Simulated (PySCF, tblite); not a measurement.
# C₅H₁₁FSi: geometry, infrared bands and NMR shifts

Wanted: the infrared bands and NMR shifts of C₅H₁₁FSi (`C[C@@H](F)[C@H]1CC[SiH2]1`), by calculation.

Computed with tblite 0.8.0 and PySCF 2.14.0, with density-fitted response routines of our own, on a single molecule in the gas phase. Atoms are numbered from 0 throughout.

## (1) The starting structure

18 atoms, charge 0, multiplicity 1; geometry from: force field or distance geometry start.

Bonds of the start (Å): C0–C1 1.50, C1–F2 1.36, C1–C3 1.52, C3–C4 1.50, C4–C5 1.50, C5–Si6 1.84, Si6–C3 1.84, C0–H7 1.13, C0–H8 1.12, C0–H9 1.12, C1–H10 1.11, C3–H11 1.11, C4–H12 1.10, C4–H13 1.10, C5–H14 1.11, C5–H15 1.10, Si6–H16 1.45, Si6–H17 1.46.

## (2) Optimising the geometry with GFN2-xTB

The job: settings as JSON, then the geometry in Å.

```
{"job": {"kind": "relax", "xc": "GFN2-xTB", "basis": "xTB"}, "charge": 0, "multiplicity": 1}
C     -2.316000     0.183700    -0.017200
C     -1.214700    -0.732400    -0.472100
F     -1.073500    -0.683800    -1.821500
C      0.076100    -0.180500     0.106800
C      1.307100    -0.973100    -0.209700
C      2.176100     0.253100    -0.197200
Si     0.758100     1.234900    -0.844300
H     -2.011000     0.766300     0.901900
H     -2.553600     0.944000    -0.797500
H     -3.220800    -0.403400     0.290300
H     -1.391500    -1.749800    -0.072600
H      0.008500     0.032700     1.190600
H      1.209600    -1.412700    -1.217700
H      1.594500    -1.757000     0.511400
H      2.511700     0.591100     0.807200
H      2.992700     0.168800    -0.933600
H      0.623200     1.199500    -2.292600
H      0.514600     2.524900    -0.208500
```

On the command line:

```console
> OMP_NUM_THREADS=1 python probes_run.py task.json out
```

This one command runs all jobs of the session in turn.

**Question.** This job is followed by: GFN2-xTB harmonic vibrations, gas phase; GIAO PBE0/pcSseg-1 NMR shielding, non-relativistic, gas phase. Predict these results of the whole session: strongest single infrared mode (GFN2-xTB); zero-point energy (GFN2-xTB); ¹³C shifts against TMS (PBE0/pcSseg-1); ¹H shifts against TMS (PBE0/pcSseg-1, means over atoms taken as alike); ¹⁹F shifts against CFCl3 (PBE0/pcSseg-1); ²⁹Si shifts against TMS (PBE0/pcSseg-1).

As calculated:

| quantity | value |
| --- | --- |
| strongest single infrared mode (GFN2-xTB) | 2246 cm⁻¹, 393 km/mol |
| zero-point energy (GFN2-xTB) | 91.2 kcal/mol |
| ¹³C shifts against TMS (PBE0/pcSseg-1) | 93.4, 38.5, 25.7, 23.9, 5.7 ppm |
| ¹H shifts against TMS (PBE0/pcSseg-1, means over atoms taken as alike) | 4.90, 4.77, 4.76, 2.55, 2.39, 1.94, 1.42, 1.24, 1.16 ppm |
| ¹⁹F shifts against CFCl3 (PBE0/pcSseg-1) | -207.9 ppm |
| ²⁹Si shifts against TMS (PBE0/pcSseg-1) | -37.8 ppm |

**Reading.** Relaxing lowered the energy by 0.870 eV in 99 steps; the close pair that moved most is C3–Si6, from 1.837 to 1.923 Å. No mode is imaginary among the 48: a minimum at this level. The strongest single mode, at 2246 cm⁻¹, moves mainly H17. GFN2-xTB is a fitted tight-binding method: band positions and strengths are rough. Its intensities can rank the bands wrongly. C1 (sp3 CH bonded to F) lies farthest downfield among carbon, at 93.4 ppm; pulled downfield by the heteroatom.
